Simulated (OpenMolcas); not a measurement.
# Sr⁺: CASSCF and CASPT2 terms and fine-structure levels

Which level of Sr⁺ lies lowest, and where do the others fall? The reference wave functions come first, then spin-orbit coupling, then second-order correlation under several settings.

Method: state-averaged CASSCF and CASPT2, spin-orbit coupling by RASSI with atomic mean-field integrals. Code: OpenMolcas 26.06.

## 1. Starting point

| Quantity | Value |
| --- | --- |
| Species | Sr⁺ (strontium, Z = 38, 37 electrons) |
| Basis | ANO-RCC-VTZP [7s6p3d1f], 47 functions |
| Scalar Hamiltonian | DKH2, point nucleus |
| Inactive shells | 1s 2s 2p 3s 3p 3d 4s 4p |
| Active space | 1 electron in 9 orbitals (4d 5s 5p) |
| Some configurations of this space | 4d, 5p, 5s |
| Orbitals | optimised for each spin and parity, averaged over the low roots |

The outer shells:

4d
```
4d [↑ ][  ][  ][  ][  ]
```

5p
```
5p [↑ ][  ][  ]
```

5s
```
5s [↑ ]
```

The work runs as a chain of OpenMolcas steps in one folder; each step below is one input file. Labels, J, g values, rates, χT and fits are worked out afterwards by a script from the matrices that RASSI stores.

## 2. GATEWAY and SEWARD: basis and integrals

The input, a.inp:

```
&GATEWAY
Coord
1

Sr 0.0 0.0 0.0
Basis=ANO-RCC-VTZP
Group=XYZ
NoMove
AngMom=0.0 0.0 0.0
AMFI
&SEWARD
```

Launch:

```
> OMP_NUM_THREADS=1 MOLCAS_MEM=1689 MOLCAS_PROJECT=a pymolcas a.inp > a.log
```

## 3. CASSCF: doublets of even parity, 6 roots

The input, a.inp:

```
&RASSCF
FileOrb=start.orb
Symmetry=1
Spin=2
nActEl=1 0 0
Inactive=9 9
Ras2=6 3
CIRoot=6 6 1
SDav=6
CIMx=300
Iter=120 100
PrWF=0.3
OrbListing=Nothing
MaxOrb=0
Atom
>>> COPY $Project.JobIph JOB001
```

start.orb holds the contracted functions of the basis, ordered by shell, or the orbitals of the step before.

## 4. CASSCF: doublets of odd parity, 3 roots

The input, a.inp:

```
&RASSCF
FileOrb=start.orb
Symmetry=2
Spin=2
nActEl=1 0 0
Inactive=9 9
Ras2=6 3
CIRoot=3 3 1
SDav=3
CIMx=300
Iter=120 100
PrWF=0.3
OrbListing=Nothing
MaxOrb=0
Atom
>>> COPY $Project.JobIph JOB002
```

## 5. State interaction with spin-orbit coupling

The input, a.inp:

```
&RASSI
NrOfJobIphs=2 6 3
1 2 3 4 5 6
1 2 3
IphNames
JOB001
JOB002
EJob
SpinOrbit
DIPRint=1.0
SOCoupling=1000.0
Subsets=2
MEES
Property=10
'ANGMOM' 1 'ANGMOM' 2 'ANGMOM' 3 'MLTPL  1' 1 'MLTPL  1' 2 'MLTPL  1' 3
'AMFI' 1 'AMFI' 2 'AMFI' 3 'MLTPL  2' 6
SOProperty=3
'ANGMOM' 1 'ANGMOM' 2 'ANGMOM' 3
```

## 6. CASPT2: IPEA 0.25, imaginary shift 0.1 (closed shells correlated: 4s 4p)

The input, a.inp:

```
>>> COPY JOB001 $Project.JobIph
&CASPT2
Multistate=6 1 2 3 4 5 6
Frozen=8 6
IPEA=0.25
Imaginary=0.1
MaxIter=60
WThr=0.0 0.3 0.05
PrWF=0.5
NoMix
>>> COPY JOB002 $Project.JobIph
&CASPT2
Multistate=3 1 2 3
Frozen=8 6
IPEA=0.25
Imaginary=0.1
MaxIter=60
WThr=0.0 0.3 0.05
PrWF=0.5
NoMix
```

## 7. CASPT2: IPEA 0, imaginary shift 0.1 (closed shells correlated: 4s 4p)

Edit a.inp of step 6 so:

```diff
@@ -4,3 +4,3 @@
 Frozen=8 6
-IPEA=0.25
+IPEA=0.0
 Imaginary=0.1
@@ -14,3 +14,3 @@
 Frozen=8 6
-IPEA=0.25
+IPEA=0.0
 Imaginary=0.1
```

## 8. CASPT2: IPEA 0.25, imaginary shift 0.1 (closed shells correlated: 4s 4p), extended multistate

The input, a.inp:

```
>>> COPY JOB001 $Project.JobIph
&CASPT2
XMultistate=6 1 2 3 4 5 6
Frozen=8 6
IPEA=0.25
Imaginary=0.1
MaxIter=60
WThr=0.0 0.3 0.05
PrWF=0.5
NoMix
>>> COPY JOB002 $Project.JobIph
&CASPT2
XMultistate=3 1 2 3
Frozen=8 6
IPEA=0.25
Imaginary=0.1
MaxIter=60
WThr=0.0 0.3 0.05
PrWF=0.5
NoMix
```

(Steps that only read results are left out.)

Q: Predict the outcome of this session. Wanted: lowest level; first excited level; strongest of the lines computed, by gA, at SS-CASPT2 energies.

The runs gave:

| quantity | value |
| --- | --- |
| method | SS-CASPT2, IPEA 0.25, imaginary shift 0.1 (closed shells correlated: 4s 4p) |
| lowest level | 5s 2S 1/2, 100 % of that term, g = 2.002 |
| ground level listed by NIST | 2S1/2 |
| first excited level | 4d 2D 3/2 at 17070 cm-1 |
| strongest of the lines computed, by gA, at SS-CASPT2 energies | 5p 2P* 3/2 → 5s 2S 1/2, 413.1 nm, A = 1.70e+08 s⁻¹ |

What each method costs and misses:

| method | time of its own steps | time with the reference | mean absolute difference from the measured levels (cm-1) |
| --- | --- | --- | --- |
| A. CASSCF | 4.9 s | 4.9 s | 1900 |
| B. SS-CASPT2, IPEA 0.25, imaginary shift 0.1, +4s 4p | 1.4 s | 6.3 s | 1300 |
| C. SS-CASPT2, IPEA 0, imaginary shift 0.1, +4s 4p | 1.3 s | 6.2 s | 1400 |
| D. XMS-CASPT2, IPEA 0.25, imaginary shift 0.1, +4s 4p | 1.3 s | 6.2 s | 1400 |

Times are of one thread on a shared host.

**Reading.** Method B lies closest to the measured levels (1300 cm⁻¹ on average, level with C) and A farthest (1900). Only the configurations of the active space and the roots asked for are present. CASPT2 does not keep the components of a term degenerate, and the means are used. Configurations with different d counts are hard to place against each other, and can be off by thousands to tens of thousands of cm-1. Only valence configurations of the active space appear, up to the ionisation limit; * or ° marks odd parity.
